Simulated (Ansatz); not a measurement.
# H₂BrO (doublet): the correlation ladder at distance Br1–H2 along a hydrogen transfer = 1.714 Å, cc-pVDZ

How much of the correlation energy of H₂BrO (doublet) does each wave-function method recover here?

The runs use Ansatz 0.2.0, Gaussian basis; cc-pVDZ, core rule «outside noble gas», up to 15 orbitals frozen.

The runs, in order: UHF; CCSD(T) on ROHF; CCSD(T) on UHF; BCCD(T) on ROHF; CISD; CCSDT(Q) on ROHF; CCSDT(Q) on UHF; CASSCF and MRCISD+Q, 3 electrons in 3 orbitals; CASSCF and NEVPT2, 3 electrons in 3 orbitals; CASSCF and MRCISD+Q, 15 electrons in 10 orbitals; CASSCF and NEVPT2, 15 electrons in 10 orbitals.

13 further runs of the same task are left out: 6 for a known fault of the program, 6 that didn't finish, 1 set aside as unsound or not needed.

### Step 1. The geometry

The geometry derives from fragments relaxed apart (PBE0/def2-TZVP) and kept rigid, so it is no stationary point. A hydrogen atom is moved between rigid fragments. No spin-orbit coupling is included. The filled d shell of Br may be among the frozen orbitals whatever the setting's name suggests; the logs give the count.

4 atoms, charge 0, spin multiplicity 2.

Atoms are counted from 1 here; the program's logs count them from 0.

Bond lengths: Br1–H2 1.714 Å, O3–H4 0.973 Å.

Geometry (Å):

```xyz
4
charge 0, multiplicity 2
Br   -2.0395    0.2350    0.0000
H    -0.3255    0.2350    0.0000
O     1.0565    0.2350    0.0000
H     1.3084   -0.7050    0.0000
```

### Step 2. UHF

in.yaml reads:

```yaml
crystal:
  periodic: [false, false, false]
  atoms:
    - {symbol: Br, position_ang: [-2.039465, 0.234988, 0.000000]}
    - {symbol: H, position_ang: [-0.325465, 0.234988, 0.000000]}
    - {symbol: O, position_ang: [1.056535, 0.234988, 0.000000]}
    - {symbol: H, position_ang: [1.308394, -0.704963, 0.000000]}
basis:
  gaussian: {orbitals: cc-pVDZ}
magnetization: {spin_polarized: true, initial_magnetization: 1}
hamiltonian: {xc: hf}
output: {orbitals: {seedname: orbitals}}
```

The run is started by

```sh
> ansatz run in.yaml --threads 1 --pin off --events-out ev --progress --plain --max-ram 2393MiB
```

The runs that follow: CCSD(T) on ROHF; CCSD(T) on UHF; BCCD(T) on ROHF; CISD; CCSDT(Q) on ROHF; CCSDT(Q) on UHF; CASSCF and MRCISD+Q, 3 electrons in 3 orbitals; CASSCF and NEVPT2, 3 electrons in 3 orbitals; CASSCF and MRCISD+Q, 15 electrons in 10 orbitals; CASSCF and NEVPT2, 15 electrons in 10 orbitals.

Before running them: what should the planned runs give, taken together? Wanted: UCCSDT(Q) below the RHF energy; RMP2 from UCCSDT(Q); UMP2 from UCCSDT(Q); RCCSD from UCCSDT(Q); RCCSD(T) from UCCSDT(Q); UCCSD(T) from UCCSDT(Q); RCCSDT(Q) from UCCSDT(Q); NEVPT2 valence from UCCSDT(Q); MRCISD+Q valence from UCCSDT(Q).

As calculated:

| quantity | value |
| --- | --- |
| UCCSDT(Q) below the RHF energy | -8.9749 eV |
| RMP2 from UCCSDT(Q) | +27.14 kcal/mol |
| UMP2 from UCCSDT(Q) | +25.83 kcal/mol |
| RCCSD from UCCSDT(Q) | +5.43 kcal/mol |
| RCCSD(T) from UCCSDT(Q) | +1.17 kcal/mol |
| UCCSD(T) from UCCSDT(Q) | +1.06 kcal/mol |
| RCCSDT(Q) from UCCSDT(Q) | +0.02 kcal/mol |
| NEVPT2 valence from UCCSDT(Q) | +41.08 kcal/mol |
| MRCISD+Q valence from UCCSDT(Q) | +6.48 kcal/mol |
| levels within 1 kcal/mol (43 meV) | RCCSDT, UCCSDT, RCCSDT(Q) |
| T1 diagnostic | 0.049 |
| effectively unpaired electrons | 1.01 |

**Reading.** RCCSD(T) misses by +1.17 kcal/mol, 0.6 % of the correlation energy. The occupations are near whole numbers, but T1 = 0.049 shows that the orbitals relax strongly. Of the multireference levels listed MRCISD+Q valence comes nearest in total energy (+6.48 kcal/mol), which doesn't show that its space is the better one. Coupled cluster took another determinant than the lowest Hartree-Fock one. These misses are within one basis, not against nature; the frozen cores of restricted and unrestricted runs differ, which can shift their rows.
